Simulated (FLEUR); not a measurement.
Runs of FLEUR MaX-R8.1 (patched build s14) on Pb. The structure is cubic, space group Fm-3m (No. 225). Conventional cell: a = 4.950 Å, b = 4.950 Å, c = 4.950 Å, α = 90.00°, β = 90.00°, γ = 90.00°. Around Pb (site symmetry m-3m) lie 12 Pb at 3.50 Å. 

```tsv
task	level	k mesh	gmax	max iterations	mixing factor	mixer	mixer history	kmax	mesh quality	V0 of scaled cells (Å³/atom)	B0 (GPa)
equation of state	LDA exchange alone (X-alpha)	9 × 9 × 9	11.8 1/bohr	-	-	-	-	3.8 1/bohr	not flagged	31.30	43
equation of state	LDA (Wigner correlation)	9 × 9 × 9	11.8 1/bohr	-	-	-	-	3.8 1/bohr	not flagged	30.12	49
equation of state	PBEsol	9 × 9 × 9	11.8 1/bohr	-	-	-	-	3.8 1/bohr	not flagged	29.96	49
equation of state	LDA (von Barth-Hedin)	9 × 9 × 9	11.8 1/bohr	-	-	-	-	3.8 1/bohr	not flagged	(a)	(b)
equation of state	LDA (Moruzzi-Janak-Williams)	9 × 9 × 9	11.8 1/bohr	-	-	-	-	3.8 1/bohr	not flagged	(c)	53
```

Alike in all rows: potentials or basis all-electron, FLAPW; no spin polarisation; cell as given; smearing fermi-dirac 0.05 eV.

Estimate the missing entries.

(a) 28.70; (b) 56; (c) 29.03.

The runs were made with more than one version of the program.

Runs at the PBE level aren't shown here.
